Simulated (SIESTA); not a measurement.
HfWC2:

```
W Hf C
1.0
     1.58808    0.91688    5.21307
    -1.58808    0.91688    5.21307
     0.00000   -1.83376    5.21307
W Hf C
1 1 2
Cartesian
  0.0000 0.0000 7.8196
  0.0000 0.0000 0.0000
  0.0000 0.0000 11.7958
  0.0000 0.0000 3.8434
```

The cell comes from a database or a generator and needn't be the stable form of this composition.

| Property | Result |
| --- | --- |
| Program | SIESTA 5.4.2 |
| Task | single point |
| Functional | PBEsol |
| Potentials or basis | PseudoDojo 0.4 standard (PBEsol files) |
| Basis | DZP (energy shift 0.003 Ry; two zetas on semicore shells) |
| Grid cutoff | 800 Ry |
| Energy shift | 0.003 Ry |
| k mesh | 10 × 10 × 10 |
| Occupations | fermi-dirac, width 0.05 eV |
| Spin | no spin polarisation |

On this cell: pressure -2.8 GPa; largest force 0.098 eV/Å; band gap on the k mesh none (metal or under the smearing width).

The same run follows on a disturbed copy (atoms moved at random, drawn with an rms of 0.05 Å):

```
W Hf C
1.0
     1.58808    0.91688    5.21307
    -1.58808    0.91688    5.21307
     0.00000   -1.83376    5.21307
W Hf C
1 1 2
Direct
  0.50433 0.49676 0.50504
  0.00042 0.00149 0.00858
  0.75564 0.74718 0.76195
  0.25732 0.24342 0.23828
```

Question: What changes?

Answer: The energy (extrapolated to zero smearing) moves by +6.5 meV/atom; pressure -2.6 GPa; largest force 0.710 eV/Å; band gap on the k mesh none (metal or under the smearing width).

Forces in eV/Å, atoms in the order of the input:
```
W    0.092  0.126 -0.298
Hf   0.203  0.139 -0.502
C   -0.090  0.195  0.300
C   -0.205 -0.460  0.500
```

Stress tensor (GPa, compression positive):
```
-2.46 -0.09 -0.14
-0.09 -2.31 -0.30
-0.14 -0.30 -2.90
```

Caveats: short orbitals over semicore shells can move pressures by several GPa; the basis of atomic orbitals isn't converged, which shifts pressures, moduli and gaps.
